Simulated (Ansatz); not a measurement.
# Li+ with SO₂: superposition error and deformation

The task here is to estimate one member of a computed series from the others.

The runs use Ansatz 0.2.0, Gaussian basis; PBE0-D4 structures, single points in def2-TZVPPD.

Levels: PBE-D4, revPBE-D4, BLYP-D4, r2SCAN-D4, B97M-V, PBE0-D4, B3LYP-D4, HSE06-D4, wB97X-V, wB97M-V, B2PLYP, Hartree-Fock, MP2, CCSD, CCSD(T).

Cores are frozen in the correlated methods. The outer core shell of Li, Na, Mg and K is correlated. B3LYP uses VWN-RPA correlation. B2PLYP carries no dispersion term here.

129 further runs of the same task are left out: 129 set aside as unsound or not needed.

**Starting geometry**

The relaxed pair: 4 atoms, charge 1, spin multiplicity 1.

Atoms are counted from 1 here; the program's logs count them from 0.

Bond lengths: Li1–O4 1.827 Å, O2–S3 1.417 Å, S3–O4 1.459 Å. Angles: O2–S3–O4 116.3°, Li1–O4–S3 165.4°.

As a file:

```xyz
4

Li    0.34425    0.11594   -2.18281
O    -1.09921   -0.13788    1.47374
S     0.25494   -0.02780    1.07253
O     0.50003    0.04974   -0.36336
```

Atoms 1 to 1 are fragment A (Li+), the rest fragment B (SO₂). From earlier runs, pair energy (eV) and counterpoise interaction (kcal/mol):

| method | E(pair) | interaction |
| --- | --- | --- |
| PBE-D4 | -15121.52595 | -27.57 |
| revPBE-D4 | -15127.69932 | -26.89 |
| BLYP-D4 | -15130.58693 | -28.69 |
| r2SCAN-D4 | -15127.90911 | -26.22 |
| B97M-V | -15127.19534 | -27.29 |
| PBE0-D4 | -15121.96976 | -28.56 |
| B3LYP-D4 | -15131.17539 | -29.61 |
| HSE06-D4 | -15121.58496 | -28.53 |
| wB97X-V | -15127.26380 | -28.24 |
| wB97M-V | -15128.93943 | -28.67 |
| B2PLYP | -15124.69137 | -28.01 |
| Hartree-Fock | -15091.10973 | -30.52 |
| MP2 | -15109.69004 | -25.68 |
| CCSD(T) | -15110.59589 | -26.74 |

First each fragment is run alone in its own basis, frozen in the shape it has in the pair (a, b).

The first run:

File a/in.yaml:

```yaml
crystal:
  periodic: [false, false, false]
  atoms:
    - {symbol: Li, position_ang: [0.344245, 0.115938, -2.182811]}
basis:
  gaussian: {orbitals: "def2-TZVPPD.json"}
total_charge: 1
hamiltonian: {xc: {name: wB97X-V}}
```

File b/in.yaml:

```yaml
crystal:
  periodic: [false, false, false]
  atoms:
    - {symbol: O, position_ang: [-1.099210, -0.137880, 1.473743]}
    - {symbol: S, position_ang: [0.254936, -0.027802, 1.072527]}
    - {symbol: O, position_ang: [0.500028, 0.049745, -0.363358]}
basis:
  gaussian: {orbitals: "def2-TZVPPD.json"}
hamiltonian: {xc: {name: wB97X-V}}
```

The basis file named in the input lies beside it (Basis Set Exchange, JSON).

One command serves all of them, each in its own folder.

Command:

```bash
$ ansatz run in.yaml --threads 2 --pin off --events-out ev --progress --plain --max-ram 5222MiB
```

Steps of the session up to this table: wB97X-V/def2-TZVPPD; wB97M-V/def2-TZVPPD; B2PLYP/def2-TZVPPD; B97M-V/def2-TZVPPD; CCSD(T)/def2-TZVPPD; Relaxing SO₂ alone; PBE-D4/def2-TZVPPD; r2SCAN-D4/def2-TZVPPD; PBE0-D4/def2-TZVPPD; B3LYP-D4/def2-TZVPPD; BLYP-D4/def2-TZVPPD; revPBE-D4/def2-TZVPPD; HSE06-D4/def2-TZVPPD.

One table of the session follows, with a row left open; its other results are not shown here.

```
      method  interaction with counterpoise (kcal/mol)
      PBE-D4                                    -27.57
   revPBE-D4                                    -26.89
     BLYP-D4                                    -28.69
   r2SCAN-D4                                    -26.22
      B97M-V                                    -27.29
     PBE0-D4                                    -28.56
    B3LYP-D4                                    -29.61
    HSE06-D4                                    -28.53
     wB97X-V                                    -28.24
     wB97M-V                                    -28.67
      B2PLYP                                    -28.01
Hartree-Fock                                    -30.52
         MP2                                    -25.68
        CCSD                                         ?
     CCSD(T)                                    -26.74
```

Q: Estimate the row for CCSD from the others.

**Answer.** interaction with counterpoise (kcal/mol): -27.70. In the column «interaction with counterpoise (kcal/mol)» it lies between B2PLYP (-28.01) and PBE-D4 (-27.57).
